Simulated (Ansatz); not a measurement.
**CH8O3Si2: a ladder of functionals and wavefunction methods**

Aim: compute CH8O3Si2 with functionals from several rungs and with coupled cluster. The yardstick is the atomisation energy at the CCSD(T) limit.

Method: functionals in def2-TZVPP, the program's frozen cores in correlated methods; program: Ansatz 0.2.0, Gaussian basis.

Levels to be run: PBE-D4, r2SCAN-D4, PBE0-D4, B3LYP-D4, ωB97X-V, ωB97M-V, B2PLYP; CCSD(T)/def2-TZVPP; MP2/def2-QZVPP; extrapolation to the limit.

### Step 1. Structure used throughout

All runs share one geometry, relaxed beforehand with PBE0-D4 in a triple-zeta def2 set.

SMILES `CO[SiH](O)[SiH2]O`, 14 atoms, charge 0, spin multiplicity 1.

Atoms are counted from 1 here; the program's logs count them from 0.

Bond lengths: C1–O2 1.411 Å, C1–H7 1.094 Å, C1–H8 1.091 Å, C1–H9 1.096 Å, O2–Si3 1.642 Å, Si3–O4 1.640 Å, Si3–Si5 2.345 Å, Si3–H10 1.497 Å, O4–H11 0.959 Å, Si5–O6 1.661 Å, Si5–H12 1.494 Å, Si5–H13 1.492 Å, O6–H14 0.958 Å. Angles: O2–C1–H7 111.2°, O2–C1–H8 108.1°, O2–C1–H9 111.5°, H7–C1–H8 108.8°, H7–C1–H9 108.5°, H8–C1–H9 108.6°, C1–O2–Si3 123.3°, O2–Si3–O4 108.8°, O2–Si3–Si5 111.7°, O2–Si3–H10 107.0°, O4–Si3–Si5 105.7°, O4–Si3–H10 111.5°, Si5–Si3–H10 112.1°, Si3–O4–H11 117.8°, Si3–Si5–O6 104.3°, Si3–Si5–H12 112.3°, Si3–Si5–H13 111.8°, O6–Si5–H12 110.8° and more.

### Step 2. PBE-D4 (GGA)

Contents of in.yaml:

```yaml
crystal:
  periodic: [false, false, false]
  atoms:
    - {symbol: C, position_ang: [0.858235, 1.984483, 0.331281]}
    - {symbol: O, position_ang: [-0.253529, 1.448877, -0.352383]}
    - {symbol: Si, position_ang: [-1.044045, 0.094055, 0.134795]}
    - {symbol: O, position_ang: [-2.473757, 0.002146, -0.662362]}
    - {symbol: Si, position_ang: [0.130994, -1.851630, -0.442431]}
    - {symbol: O, position_ang: [1.664822, -1.592648, 0.139226]}
    - {symbol: H, position_ang: [1.739636, 1.346008, 0.216507]}
    - {symbol: H, position_ang: [1.076699, 2.966326, -0.091785]}
    - {symbol: H, position_ang: [0.651728, 2.103884, 1.401503]}
    - {symbol: H, position_ang: [-1.247683, 0.212652, 1.612908]}
    - {symbol: H, position_ang: [-3.095698, 0.723340, -0.550676]}
    - {symbol: H, position_ang: [-0.466839, -3.076693, 0.167824]}
    - {symbol: H, position_ang: [0.149791, -2.070667, -1.918433]}
    - {symbol: H, position_ang: [2.309634, -2.290145, 0.014016]}
basis:
  gaussian: {orbitals: def2-TZVPP}
hamiltonian: {xc: pbe, dispersion: d4}
output: {forces: true, orbitals: {seedname: orbitals}}
```

Command:

```console
ansatz run in.yaml --threads 2 --pin off --events-out ev --progress --plain --max-ram 22528MiB --backend cuda --devices 0, --max-vram 18GiB
```

Further steps of the session: r2SCAN-D4 (meta-GGA); PBE0-D4 (hybrid); B3LYP-D4 (hybrid); ωB97X-V (range-separated); ωB97M-V (range-separated); B2PLYP (double hybrid); CCSD(T) in def2-TZVPP; MP2 in def2-QZVPP.

Q: Predict the results of all the runs planned. Wanted: atomisation energy, CCSD(T)/CBS; farthest; mean size of error, hybrid; mean size of error, range-separated; gap, smallest and largest; T1 diagnostic; triples share of the correlation energy.

As calculated:

| quantity | value |
| --- | --- |
| atomisation energy, CCSD(T)/CBS | 5172.0 kJ/mol |
| functionals within 25.9 kJ/mol (0.5 %) | PBE-D4, r2SCAN-D4, ωB97X-V, ωB97M-V |
| farthest | B2PLYP (-86.6 kJ/mol) |
| mean size of error, hybrid | 57.2 kJ/mol |
| mean size of error, range-separated | 8.6 kJ/mol |
| gap, smallest and largest | 4.75 eV (PBE-D4), 11.25 eV (ωB97X-V) |
| T1 diagnostic | 0.0119 |
| triples share of the correlation energy | 3.4 % |

**Reading.** PBE-D4 misses by +16.8 kJ/mol. Double hybrids carry the basis error of their MP2 part in triple zeta, and no dispersion term here, so their miss is partly the set-up's. Misses under about 25.9 kJ/mol are within the doubt on the reference itself, which lacks core-valence correlation, relativity and higher excitations. Hartree-Fock recovers 72 % of the binding; the rest is correlation. Orbital gaps span 4.8 to 11.2 eV; exact exchange widens them.
